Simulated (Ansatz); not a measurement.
**Ge₂TeH₆: a ladder of functionals and wavefunction methods**

How much do the methods differ for Ge₂TeH₆? The plan is to run it at one geometry with functionals of several rungs and with coupled cluster, and see how far each lands from CCSD(T) at the basis-set limit for the atomisation energy.

Computed with Ansatz 0.2.0, Gaussian basis. Level: functionals in def2-TZVPP, the program's frozen cores in correlated methods.

The runs, in order: LDA (SPW92), PBE-D4, revPBE-D4, BLYP-D4, r2SCAN-D4, B97M-V, PBE0-D4, B3LYP-D4, r2SCANh-D4, r2SCAN0-D4, HSE06-D4, BHLYP-D4, CAM-B3LYP-D4, LC-ωPBE, ωB97X-V, ωB97M-V, B2PLYP, PBE-QIDH; CCSD(T)/def2-SVP; CCSD(T)/def2-TZVPP; MP2/def2-QZVPP; extrapolation to the limit; RPA on PBE.

### Step 1. The geometry

An earlier PBE0-D4 in a triple-zeta def2 set relaxation fixed the geometry. Te takes the def2 core potential; no spin-orbit term is included.

SMILES `[GeH3][Te][GeH3]`, 9 atoms, charge 0, spin multiplicity 1.

Atoms are counted from 1 here; the program's logs count them from 0.

Bond lengths: Ge1–Te2 2.555 Å, Ge1–H4 1.537 Å, Ge1–H5 1.535 Å, Ge1–H6 1.537 Å, Te2–Ge3 2.555 Å, Ge3–H7 1.535 Å, Ge3–H8 1.537 Å, Ge3–H9 1.537 Å. Angles: Te2–Ge1–H4 110.0°, Te2–Ge1–H5 106.8°, Te2–Ge1–H6 110.1°, H4–Ge1–H5 110.2°, H4–Ge1–H6 109.4°, H5–Ge1–H6 110.2°, Ge1–Te2–Ge3 91.9°, Te2–Ge3–H7 106.8°, Te2–Ge3–H8 110.1°, Te2–Ge3–H9 110.1°, H7–Ge3–H8 110.2°, H7–Ge3–H9 110.2°, H8–Ge3–H9 109.4°.

### Step 2. LDA

This LDA is Slater exchange with PW92 correlation.

File in.yaml:

```yaml
crystal:
  periodic: [false, false, false]
  atoms:
    - {symbol: Ge, position_ang: [-0.860078, 1.201626, -1.078457]}
    - {symbol: Te, position_ang: [1.508743, 0.249039, -0.974157]}
    - {symbol: Ge, position_ang: [0.925428, -1.203950, 1.045291]}
    - {symbol: H, position_ang: [-1.874829, 0.067859, -1.294821]}
    - {symbol: H, position_ang: [-0.893782, 2.176814, -2.262864]}
    - {symbol: H, position_ang: [-1.189950, 1.941259, 0.227711]}
    - {symbol: H, position_ang: [2.195965, -1.981980, 1.413197]}
    - {symbol: H, position_ang: [-0.207749, -2.177395, 0.684367]}
    - {symbol: H, position_ang: [0.484852, -0.319669, 2.222532]}
basis:
  gaussian: {orbitals: def2-TZVPP}
hamiltonian: {xc: lda}
output: {orbitals: {seedname: orbitals}}
```

The runs that follow: PBE-D4 (GGA); revPBE-D4 (GGA); BLYP-D4 (GGA); r2SCAN-D4 (meta-GGA); B97M-V (meta-GGA); PBE0-D4 (hybrid); B3LYP-D4 (hybrid); r2SCANh-D4 (hybrid); r2SCAN0-D4 (hybrid); HSE06-D4 (hybrid); BHLYP-D4 (hybrid); CAM-B3LYP-D4 (range-separated); LC-ωPBE-D4 (range-separated); ωB97X-V (range-separated); ωB97M-V (range-separated); B2PLYP (double hybrid); PBE-QIDH (double hybrid); CCSD(T) in def2-SVP; CCSD(T) in def2-TZVPP; MP2 in def2-QZVPP; RPA on PBE orbitals.

Before running them: what should the planned runs give, taken together? Wanted: atomisation energy, CCSD(T)/CBS; farthest beyond LDA; mean size of error, GGA; mean size of error, meta-GGA; mean size of error, hybrid; mean size of error, range-separated; mean size of error, double hybrid; gap, smallest and largest; T1 diagnostic.

**Answer**, as computed:

| quantity | value |
| --- | --- |
| atomisation energy, CCSD(T)/CBS | 23.765 eV |
| functionals within 0.238 eV (1.0 %) | B97M-V, ωB97X-V |
| farthest beyond LDA | revPBE-D4 (-1.072 eV) |
| mean size of error, GGA | 0.825 eV |
| mean size of error, meta-GGA | 0.147 eV |
| mean size of error, hybrid | 0.551 eV |
| mean size of error, range-separated | 0.519 eV |
| mean size of error, double hybrid | 0.670 eV |
| gap, smallest and largest | 3.57 eV (LDA (SPW92)), 9.96 eV (LC-ωPBE) |
| T1 diagnostic | 0.0109 |
| triples share of the correlation energy | 3.0 % |

What this shows: The LDA atomisation energy is off by 2.682 eV (11 %): it overbinds. PBE-D4 is off by -0.609 eV. Double hybrids carry the basis error of their MP2 part in triple zeta, and no dispersion term here, so their miss is partly the set-up's. By mean error the best rung here is meta-GGA (0.147 eV) and the worst beyond LDA is GGA (0.825 eV). The reference freezes the cores and leaves out spin-orbit coupling and excitations past (T), and its outer-core shells are covered unevenly, so misses under about 0.238 eV can't be ranked. All levels share the lack of spin-orbit coupling, which lowers the free heavy atoms and so the true binding. Hartree-Fock recovers 71 % of the binding; the rest is correlation. CCSD(T) in def2-SVP is off by -1.919 eV, so the small basis spoils what the method gains. The gap grows from 3.6 to 10.0 eV across the functionals, mostly with the share of exact exchange. Correlated methods include outer-core shells of Ge, Te, which these sets cover unevenly.
